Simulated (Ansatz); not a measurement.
# C₂H₅NOSi: a ladder of functionals and wavefunction methods

One table from this session's results is given with a row withheld; the runs are named, their logs left out.

Method: functionals in def2-TZVPP, the program's frozen cores in correlated methods; program: Ansatz 0.2.0, Gaussian basis.

Plan: LDA (SPW92), PBE-D4, revPBE-D4, BLYP-D4, r2SCAN-D4, B97M-V, PBE0-D4, B3LYP-D4, r2SCANh-D4, r2SCAN0-D4, HSE06-D4, BHLYP-D4, CAM-B3LYP-D4, LC-ωPBE, ωB97X-V, ωB97M-V, B2PLYP, PBE-QIDH; CCSD(T)/def2-SVP; CCSD(T)/def2-TZVPP; MP2/def2-QZVPP; extrapolation to the limit; RPA on PBE.

**The relaxed structure**

The geometry comes from an earlier relaxation with PBE0-D4 in a triple-zeta def2 set; it is a stationary point, not always the lowest conformer.

SMILES `O=C/N=C\[SiH3]`, 10 atoms, charge 0, spin multiplicity 1.

Atoms are counted from 1 here; the program's logs count them from 0.

Bond lengths: O1–C2 1.203 Å, C2–N3 1.390 Å, C2–H6 1.104 Å, N3–C4 1.269 Å, C4–Si5 1.907 Å, C4–H7 1.096 Å, Si5–H8 1.486 Å, Si5–H9 1.483 Å, Si5–H10 1.481 Å. Angles: O1–C2–N3 124.3°, O1–C2–H6 122.9°, N3–C2–H6 112.7°, C2–N3–C4 120.9°, N3–C4–Si5 127.4°, N3–C4–H7 115.3°, Si5–C4–H7 117.3°, C4–Si5–H8 106.1°, C4–Si5–H9 108.9°, C4–Si5–H10 110.9°, H8–Si5–H9 109.0°, H8–Si5–H10 110.1°, H9–Si5–H10 111.6°.

The first run:

in.yaml

```yaml
crystal:
  periodic: [false, false, false]
  atoms:
    - {symbol: O, position_ang: [-1.539743, 0.742921, 1.227684]}
    - {symbol: C, position_ang: [-0.837434, 1.481491, 0.588940]}
    - {symbol: N, position_ang: [-0.449428, 1.249962, -0.725137]}
    - {symbol: C, position_ang: [0.111772, 0.161284, -1.057427]}
    - {symbol: Si, position_ang: [0.638515, -1.267494, 0.090715]}
    - {symbol: H, position_ang: [-0.497654, 2.460976, 0.967083]}
    - {symbol: H, position_ang: [0.295210, 0.037550, -2.130367]}
    - {symbol: H, position_ang: [1.836050, -1.882906, -0.538802]}
    - {symbol: H, position_ang: [-0.450621, -2.272116, 0.139198]}
    - {symbol: H, position_ang: [0.976333, -0.762968, 1.441214]}
basis:
  gaussian: {orbitals: def2-TZVPP}
hamiltonian: {xc: lda}
output: {orbitals: {seedname: orbitals}}
```

Among the steps run: LDA; PBE-D4 (GGA); revPBE-D4 (GGA); BLYP-D4 (GGA); r2SCAN-D4 (meta-GGA); B97M-V (meta-GGA); PBE0-D4 (hybrid); B3LYP-D4 (hybrid); r2SCANh-D4 (hybrid); r2SCAN0-D4 (hybrid); HSE06-D4 (hybrid); BHLYP-D4 (hybrid); CAM-B3LYP-D4 (range-separated); LC-ωPBE (range-separated); ωB97X-V (range-separated); ωB97M-V (range-separated); B2PLYP (double hybrid); PBE-QIDH (double hybrid).

One of the session's tables, all rows but one given; the rest of the session is left out.

It belongs to the step «Orbital energies across the functionals». 

| functional | HOMO (eV) | LUMO (eV) | gap (eV) |
| --- | --- | --- | --- |
| LDA (SPW92) | -6.27 | -3.43 | 2.83 |
| PBE-D4 | -6.11 | -3.18 | 2.93 |
| revPBE-D4 | -6.04 | -3.09 | 2.95 |
| BLYP-D4 | -6.02 | -3.03 | 2.99 |
| r2SCAN-D4 | -6.38 | -3.03 | 3.34 |
| B97M-V | -6.54 | -2.98 | 3.56 |
| PBE0-D4 | -7.55 | -2.13 | 5.42 |
| B3LYP-D4 | -7.34 | -2.36 | 4.98 |
| r2SCANh-D4 | -6.92 | -2.64 | 4.28 |
| r2SCAN0-D4 | ? | ? | ? |
| HSE06-D4 | -7.15 | -2.52 | 4.63 |
| BHLYP-D4 | -8.93 | -0.95 | 7.98 |
| CAM-B3LYP-D4 | -8.97 | -0.93 | 8.04 |
| LC-ωPBE | -10.25 | 0.26 | 10.52 |
| ωB97X-V | -9.93 | 0.19 | 10.12 |
| ωB97M-V | -9.86 | 0.10 | 9.96 |

Q: Estimate the row for r2SCAN0-D4 from the others.

Worked estimate for «HOMO (eV)». Against the share of exact exchange, r2SCAN-D4 (0, -6.38), r2SCANh-D4 (0.1, -6.92) give a slope of -5.40 per unit share; at 0.25 the line stands at -7.73.

The run gave: HOMO (eV): -7.74; LUMO (eV): -2.06; gap (eV): 5.68. In «HOMO (eV)» the line misses by +0.01.
